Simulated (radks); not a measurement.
**Ti⁴⁺ in [Ar]: an all-electron calculation**

One table from this session's results is given with a row withheld; the runs are named, their logs left out.

Method: Dirac Kohn-Sham, XLYP, spin-unpolarised, spherical densities, point nucleus. Code: radks (a radial shooting solver on a logarithmic mesh, Libxc functionals) version 1.

### The system

```
element       : titanium (Z = 22)
charge        : +4
electrons     : 18
configuration : [Ar]
```

The outer shells:

Ti⁴⁺
```
[Ne] core
3s [↑↓]
3p [↑↓][↑↓][↑↓]
```

The first run:

The run's settings:

```text
Z 22
configuration [Ar]
relativity Dirac
functional xlyp
spin unpolarised
j_filling energy
nucleus point
c 137.035999084
```

Started as:

```
python run_ks.py task.json out
```

The same process makes all the runs of this session.

Steps of the session up to this table: Self-consistent calculation.

One table of the session follows, with a row left open; its other results are not shown here.

It belongs to the step «Radial structure». Sizes of the orbitals, from the radial functions (bohr):

| level | <r> | outermost maximum (interpolated) | 90 % within | nodes |
| --- | --- | --- | --- | --- |
| 1s1/2 | 0.06958 | 0.0455 | 0.124 | 0 |
| 2s1/2 | 0.3248 | 0.269 | 0.505 | 1 |
| 2p1/2 | 0.2880 | 0.218 | 0.474 | 0 |
| 2p3/2 | 0.2907 | 0.220 | 0.478 | 0 |
| 3s1/2 | ? | ? | ? | ? |
| 3p1/2 | 1.023 | 0.876 | 1.56 | 1 |
| 3p3/2 | 1.030 | 0.882 | 1.57 | 1 |

Q: Estimate the row for 3s1/2 from the others.

As computed: <r>: 0.9748; outermost maximum (interpolated): 0.857; 90 % within: 1.45; nodes: 2. In the column «<r>» it lies between 2s1/2 (0.3248) and 3p1/2 (1.023).
